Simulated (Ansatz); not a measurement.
# Ti3Se: one candidate of a structure search

Aim: relax a trial structure of Ti3Se and see where it ends.

Program: Ansatz 0.2.0. Level of theory: DFT PBE, scalar-relativistic, plane waves, PAW. These are calculated values, not measurements.

### Step 1. Starting point

It takes space group Im-3m (No. 229, cubic). The conventional cell has a = 5.469 Å, b = 5.469 Å, c = 5.469 Å, α = 90.00°, β = 90.00°, γ = 90.00°. Around Ti (site symmetry 4/mmm) lie 4 Ti at 2.73 Å and 2 Se at 2.73 Å. Around Se (site symmetry m-3m) lie 6 Ti at 2.73 Å.

Coordinates:

```xyz
4
Lattice="-2.7346 2.7346 2.7346 2.7346 -2.7346 2.7346 2.7346 2.7346 -2.7346" Properties=species:S:1:pos:R:3 pbc="T T T"
Ti    2.7346    0.0000    0.0000
Ti    0.0000    2.7346    0.0000
Ti    0.0000    0.0000    2.7346
Se    0.0000    0.0000    0.0000
```

Recipe of the guess: random cell by space group and Wyckoff sites (Im-3m, No. 229). Lengths come from tabulated atomic sizes and are only a guess.

### Step 2. The guess as it stands, on a coarse mesh

input.yaml

```yaml
crystal:
  lattice:
    - [-2.73464786, 2.73464786, 2.73464786]
    - [2.73464786, -2.73464786, 2.73464786]
    - [2.73464786, 2.73464786, -2.73464786]
  atoms:
    - { symbol: Ti, position: [0.0, 0.5, 0.5], spin: 1.0 }
    - { symbol: Ti, position: [0.5, 0.0, 0.5], spin: 1.0 }
    - { symbol: Ti, position: [0.5, 0.5, 0.0], spin: 1.0 }
    - { symbol: Se, position: [0.0, 0.0, 0.0] }
basis:
  ecutwfc: 420
kpoints:
  mp_grid: { grid: [4, 4, 4] }
hamiltonian:
  xc: pbe
scf:
  occupations: { method: gaussian, width: 0.1 }
  lower_state_search: "off"
output:
  forces: true
  stress: true
  eigenvalues: true
  populations: true
magnetization:
  spin_polarized: true
```

Launch:

```bash
$ ansatz run input.yaml --threads 1 --pin off --max-ram 2560MiB --backend cpu --events-out ev --progress --plain --runs-dir out
```

Further runs follow: coarse relaxation; another rough relaxation; relaxation on the finer mesh.

**Question.** What will these runs give? Wanted: conventional cell; volume; energy over the elements; gap on the mesh.

The runs gave:

```
                              quantity                                                                      value
symmetry at the end (tolerance 0.05 Å)                                                space group Im-3m (No. 229)
                     conventional cell  a = 5.290 Å, b = 5.290 Å, c = 5.290 Å, α = 90.00°, β = 90.00°, γ = 90.00°
                                volume                                                              18.51 Å³/atom
              energy over the elements                                                              +0.23 eV/atom
                       gap on the mesh                                                               none (metal)
```

The space group Im-3m (No. 229) is kept, and the volume per atom shrinks by 9.5 % from the first guess. With a positive formation energy it can't be a ground state. No finished test with a distortion of lower symmetry is shown, so the end may be a saddle point. Other magnetic orders were not searched.
